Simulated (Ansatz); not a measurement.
# C₂H₆FGaO₂: small, medium and large basis sets

An exercise on one series of results from a longer session: the logs are not shown, and one member is left open.

Method: one geometry, several basis sets; program: Ansatz 0.2.0, Gaussian basis.

Plan: PBE0-D4/def2-SVP; ωB97M-V/def2-SVP; PBE0-D4/def2-QZVPP; ωB97M-V/def2-QZVPP; the functionals' def2-TZVPP values are taken from earlier runs.

## The relaxed structure

An earlier PBE0-D4 in a triple-zeta def2 set relaxation fixed the geometry.

SMILES `C[O][Ga]([F])[O]C`, 12 atoms, charge 0, spin multiplicity 1.

Atoms are counted from 1 here; the program's logs count them from 0.

Bond lengths: C1–O2 1.413 Å, C1–H7 1.095 Å, C1–H8 1.094 Å, C1–H9 1.094 Å, O2–Ga3 1.763 Å, Ga3–F4 1.744 Å, Ga3–O5 1.756 Å, O5–C6 1.414 Å, C6–H10 1.094 Å, C6–H11 1.094 Å, C6–H12 1.095 Å. Angles: O2–C1–H7 113.2°, O2–C1–H8 109.4°, O2–C1–H9 109.3°, H7–C1–H8 108.3°, H7–C1–H9 108.3°, H8–C1–H9 108.3°, C1–O2–Ga3 123.0°, O2–Ga3–F4 118.8°, O2–Ga3–O5 122.5°, F4–Ga3–O5 118.7°, Ga3–O5–C6 121.8°, O5–C6–H10 109.2°, O5–C6–H11 109.3°, O5–C6–H12 113.4°, H10–C6–H11 108.3°, H10–C6–H12 108.2°, H11–C6–H12 108.2°.

Coordinates:

```xyz
12
C2H6FGaO2
C     0.0416   -2.4003    0.2979
O     0.2794   -1.0084    0.2530
Ga   -0.8678    0.1392   -0.4361
F    -2.3672   -0.4617   -1.0922
O    -0.5578    1.8668   -0.4877
C     0.6347    2.4265    0.0264
H    -0.9257   -2.6861   -0.1285
H     0.8281   -2.9213   -0.2567
H     0.0717   -2.7399    1.3377
H     1.1530    2.9666   -0.7717
H     0.3873    3.1386    0.8197
H     1.3227    1.6801    0.4382
```

Set-up of the first run:

in.yaml

```yaml
crystal:
  periodic: [false, false, false]
  atoms:
    - {symbol: C, position_ang: [0.041594, -2.400273, 0.297851]}
    - {symbol: O, position_ang: [0.279414, -1.008426, 0.253013]}
    - {symbol: Ga, position_ang: [-0.867824, 0.139209, -0.436111]}
    - {symbol: F, position_ang: [-2.367229, -0.461745, -1.092229]}
    - {symbol: O, position_ang: [-0.557771, 1.866822, -0.487675]}
    - {symbol: C, position_ang: [0.634688, 2.426491, 0.026438]}
    - {symbol: H, position_ang: [-0.925715, -2.686131, -0.128545]}
    - {symbol: H, position_ang: [0.828104, -2.921347, -0.256656]}
    - {symbol: H, position_ang: [0.071707, -2.739906, 1.337683]}
    - {symbol: H, position_ang: [1.153031, 2.966618, -0.771669]}
    - {symbol: H, position_ang: [0.387315, 3.138648, 0.819666]}
    - {symbol: H, position_ang: [1.322685, 1.680051, 0.438222]}
basis:
  gaussian: {orbitals: def2-SVP}
hamiltonian: {xc: pbe0, dispersion: d4}
output: {orbitals: {seedname: orbitals}}
```

On the command line:

```
$ ansatz run in.yaml --threads 4 --pin off --events-out ev --progress --plain --max-ram 10444MiB
```

Among the steps run: PBE0-D4 in def2-SVP; ωB97M-V in def2-SVP; PBE0-D4 in def2-QZVPP; ωB97M-V in def2-QZVPP.

One table of the session follows, with a row left open; its other results are not shown here.

It belongs to the step «Functionals by basis». 

```
functional       basis  HOMO (eV)
   PBE0-D4    def2-SVP      -7.99
   PBE0-D4  def2-TZVPP      -8.13
   PBE0-D4  def2-QZVPP      -8.17
   ωB97M-V    def2-SVP          ?
   ωB97M-V  def2-TZVPP     -10.53
   ωB97M-V  def2-QZVPP     -10.58
```

Estimate the missing values for ωB97M-V, def2-SVP.

As computed: HOMO (eV): -10.37. In the column «HOMO (eV)» it lies between ωB97M-V, def2-TZVPP (-10.53) and PBE0-D4, def2-QZVPP (-8.17).
